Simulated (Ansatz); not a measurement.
# C₉H₁₄FHfNO: how energies converge with the basis set

The task here is to estimate one member of a computed series from the others.

Method: one geometry, several basis sets; program: Ansatz 0.2.0, Gaussian basis.

The runs, in order: PBE0-D4/def2-SVP; ωB97M-V/def2-SVP; PBE0-D4/def2-QZVPP; ωB97M-V/def2-QZVPP; the functionals' def2-TZVPP values are taken from earlier runs.

1 further run of the same task is left out (for a known fault of the program).

**The geometry**

The geometry comes from an earlier relaxation with PBE0-D4 in a triple-zeta def2 set; it is a stationary point, not always the lowest conformer. Hf takes the def2 core potential; no spin-orbit term is included.

27 atoms, charge 0, spin multiplicity 1.

Atoms are counted from 1 here; the program's logs count them from 0.

Bond lengths: C1–O2 1.389 Å, C1–H14 1.095 Å, C1–H15 1.095 Å, C1–H16 1.095 Å, O2–Hf3 1.914 Å, Hf3–F4 1.928 Å, Hf3–C5 2.233 Å, Hf3–N11 2.022 Å, C5–C6 1.401 Å, C5–C10 1.401 Å, C6–C7 1.388 Å, C6–H17 1.087 Å, C7–C8 1.387 Å, C7–H18 1.085 Å, C8–C9 1.388 Å, C8–H19 1.084 Å, C9–C10 1.387 Å, C9–H20 1.085 Å and more. Angles: O2–C1–H14 111.0°, O2–C1–H15 110.5°, O2–C1–H16 110.3°, H14–C1–H15 108.3°, H14–C1–H16 108.4°, H15–C1–H16 108.2°, C1–O2–Hf3 173.0°, O2–Hf3–F4 118.7°, O2–Hf3–C5 105.7°, O2–Hf3–N11 110.2°, F4–Hf3–C5 107.5°, F4–Hf3–N11 109.7°, C5–Hf3–N11 104.0°, Hf3–C5–C6 122.0°, Hf3–C5–C10 121.3°, C6–C5–C10 116.7°, C5–C6–C7 121.9°, C5–C6–H17 119.9° and more.

Geometry (Å):

```xyz
27

C    -2.6495   -2.6048   -0.9054
O    -1.5235   -1.7916   -0.9439
Hf   -0.0178   -0.6440   -1.2231
F     0.4186   -0.1115   -3.0240
C    -0.4508    1.2126   -0.0604
C    -1.7343    1.5046    0.4192
C    -2.0098    2.6774    1.1094
C    -0.9989    3.5986    1.3382
C     0.2839    3.3405    0.8761
C     0.5470    2.1636    0.1905
N     1.6208   -1.4132   -0.3231
C     1.6723   -2.4185    0.7084
C     2.9266   -0.9013   -0.6689
H    -3.0725   -2.7368   -1.9066
H    -2.3954   -3.5920   -0.5055
H    -3.4172   -2.1620   -0.2621
H    -2.5470    0.8007    0.2568
H    -3.0141    2.8736    1.4701
H    -1.2094    4.5163    1.8762
H     1.0788    4.0573    1.0533
H     1.5653    1.9907   -0.1524
H     0.6700   -2.7866    0.9412
H     2.2839   -3.2801    0.4035
H     2.1053   -2.0200    1.6368
H     2.8612   -0.1614   -1.4748
H     3.5968   -1.6992   -1.0190
H     3.4096   -0.4130    0.1896
```

The first run:

Contents of in.yaml:

```yaml
crystal:
  periodic: [false, false, false]
  atoms:
    - {symbol: C, position_ang: [-2.649468, -2.604757, -0.905355]}
    - {symbol: O, position_ang: [-1.523490, -1.791566, -0.943884]}
    - {symbol: Hf, position_ang: [-0.017801, -0.644038, -1.223139]}
    - {symbol: F, position_ang: [0.418576, -0.111542, -3.024038]}
    - {symbol: C, position_ang: [-0.450806, 1.212636, -0.060442]}
    - {symbol: C, position_ang: [-1.734261, 1.504615, 0.419229]}
    - {symbol: C, position_ang: [-2.009800, 2.677362, 1.109430]}
    - {symbol: C, position_ang: [-0.998860, 3.598595, 1.338178]}
    - {symbol: C, position_ang: [0.283874, 3.340531, 0.876097]}
    - {symbol: C, position_ang: [0.547040, 2.163602, 0.190462]}
    - {symbol: N, position_ang: [1.620783, -1.413241, -0.323077]}
    - {symbol: C, position_ang: [1.672298, -2.418477, 0.708353]}
    - {symbol: C, position_ang: [2.926595, -0.901333, -0.668883]}
    - {symbol: H, position_ang: [-3.072545, -2.736833, -1.906595]}
    - {symbol: H, position_ang: [-2.395431, -3.592041, -0.505483]}
    - {symbol: H, position_ang: [-3.417183, -2.161967, -0.262074]}
    - {symbol: H, position_ang: [-2.547006, 0.800713, 0.256761]}
    - {symbol: H, position_ang: [-3.014063, 2.873631, 1.470067]}
    - {symbol: H, position_ang: [-1.209408, 4.516322, 1.876213]}
    - {symbol: H, position_ang: [1.078787, 4.057252, 1.053316]}
    - {symbol: H, position_ang: [1.565327, 1.990742, -0.152408]}
    - {symbol: H, position_ang: [0.670032, -2.786629, 0.941162]}
    - {symbol: H, position_ang: [2.283886, -3.280066, 0.403532]}
    - {symbol: H, position_ang: [2.105252, -2.019967, 1.636781]}
    - {symbol: H, position_ang: [2.861228, -0.161372, -1.474814]}
    - {symbol: H, position_ang: [3.596805, -1.699201, -1.019032]}
    - {symbol: H, position_ang: [3.409626, -0.412971, 0.189625]}
basis:
  gaussian: {orbitals: def2-SVP}
hamiltonian: {xc: pbe0, dispersion: d4}
output: {orbitals: {seedname: orbitals}}
```

Run with:

```sh
$ ansatz run in.yaml --threads 11 --pin off --events-out ev --progress --plain --max-ram 174080MiB --backend cpu
```

Among the steps run: PBE0-D4 in def2-SVP; ωB97M-V in def2-SVP; PBE0-D4 in def2-QZVPP; ωB97M-V in def2-QZVPP.

One of the session's tables, all rows but one given; the rest of the session is left out.

```
functional       basis  HOMO (eV)
   PBE0-D4    def2-SVP      -6.40
   PBE0-D4  def2-TZVPP      -6.45
   PBE0-D4  def2-QZVPP      -6.47
   ωB97M-V    def2-SVP      -8.61
   ωB97M-V  def2-TZVPP      -8.66
   ωB97M-V  def2-QZVPP          ?
```

**Question.** Estimate the row for ωB97M-V, def2-QZVPP.

As computed: HOMO (eV): -8.68. In the column «HOMO (eV)» it is the lowest.
